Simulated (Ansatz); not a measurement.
# C3H7FGe: a ladder of functionals and wavefunction methods

The task here is to estimate one member of a computed series from the others.

Method: functionals in def2-TZVPP, the program's frozen cores in correlated methods; program: Ansatz 0.2.0, Gaussian basis.

The runs, in order: PBE-D4, r2SCAN-D4, PBE0-D4, B3LYP-D4, ωB97X-V, ωB97M-V, B2PLYP; CCSD(T)/def2-TZVPP; MP2/def2-QZVPP; extrapolation to the limit.

### Structure used throughout

All runs share one geometry, relaxed beforehand with PBE0-D4 in a triple-zeta def2 set.

SMILES `F[C@H]1C[C@@H]1[GeH3]`, 12 atoms, charge 0, spin multiplicity 1.

Atoms are counted from 1 here; the program's logs count them from 0.

Bond lengths: F1–C2 1.365 Å, C2–C3 1.479 Å, C2–C4 1.488 Å, C2–H6 1.085 Å, C3–C4 1.519 Å, C3–H7 1.083 Å, C3–H8 1.084 Å, C4–Ge5 1.939 Å, C4–H9 1.085 Å, Ge5–H10 1.538 Å, Ge5–H11 1.540 Å, Ge5–H12 1.538 Å. Angles: F1–C2–C3 117.5°, F1–C2–C4 117.5°, F1–C2–H6 111.1°, C3–C2–C4 61.6°, C3–C2–H6 120.6°, C4–C2–H6 120.8°, C2–C3–C4 59.5°, C2–C3–H7 116.4°, C2–C3–H8 118.7°, C4–C3–H7 116.7°, C4–C3–H8 119.5°, H7–C3–H8 115.0°, C2–C4–C3 58.9°, C2–C4–Ge5 121.1°, C2–C4–H9 113.6°, C3–C4–Ge5 121.5°, C3–C4–H9 114.1°, Ge5–C4–H9 115.7° and more.

The first run:

Input file in.yaml:

```yaml
crystal:
  periodic: [false, false, false]
  atoms:
    - {symbol: F, position_ang: [-1.953327, 0.716704, 1.488783]}
    - {symbol: C, position_ang: [-0.677319, 0.575097, 1.025316]}
    - {symbol: C, position_ang: [-0.028682, -0.742372, 1.201396]}
    - {symbol: C, position_ang: [-0.474378, -0.279824, -0.175094]}
    - {symbol: Ge, position_ang: [0.808609, 0.205800, -1.545147]}
    - {symbol: H, position_ang: [-0.110690, 1.490836, 1.157300]}
    - {symbol: H, position_ang: [-0.625775, -1.513645, 1.672094]}
    - {symbol: H, position_ang: [1.028887, -0.774759, 1.437295]}
    - {symbol: H, position_ang: [-1.383752, -0.753890, -0.529790]}
    - {symbol: H, position_ang: [1.343414, -1.051447, -2.251128]}
    - {symbol: H, position_ang: [1.980910, 0.933129, -0.860755]}
    - {symbol: H, position_ang: [0.169205, 1.139273, -2.586369]}
basis:
  gaussian: {orbitals: def2-TZVPP}
hamiltonian: {xc: pbe, dispersion: d4}
output: {forces: true, orbitals: {seedname: orbitals}}
```

On the command line:

```
$ ansatz run in.yaml --threads 4 --pin off --events-out ev --progress --plain --max-ram 10444MiB
```

Steps of the session up to this table: PBE-D4 (GGA); r2SCAN-D4 (meta-GGA); PBE0-D4 (hybrid); B3LYP-D4 (hybrid); ωB97X-V (range-separated); ωB97M-V (range-separated); B2PLYP (double hybrid); CCSD(T) in def2-TZVPP; MP2 in def2-QZVPP.

One table of the session follows, with a row left open; its other results are not shown here.

```
            method  atomisation energy (kJ/mol)
            PBE-D4                       4441.8
         r2SCAN-D4                       4371.6
           PBE0-D4                       4376.5
          B3LYP-D4                       4336.4
           ωB97X-V                       4376.9
           ωB97M-V                       4355.7
            B2PLYP                       4301.0
     HF/def2-TZVPP                            ?
    MP2/def2-TZVPP                       4321.5
   CCSD/def2-TZVPP                       4201.6
CCSD(T)/def2-TZVPP                       4263.8
           MP2/CBS                       4412.8
       CCSD(T)/CBS                       4355.1
```

**Question.** Estimate the row for HF/def2-TZVPP.

**Answer.** atomisation energy (kJ/mol): 3180.8. In the column «atomisation energy (kJ/mol)» it is the lowest.

Among the levels timed on like hardware and quicker than the yardstick, those that no quicker one beats, quickest first: PBE-D4 (3 s, +86.7 kJ/mol); PBE0-D4 (3.8 s, +21.5 kJ/mol); r2SCAN-D4 (6 s, +16.6 kJ/mol); ωB97M-V (14 s, +0.7 kJ/mol).

B2PLYP carry no dispersion term (for B3LYP, D4 adds 36.2 kJ/mol).
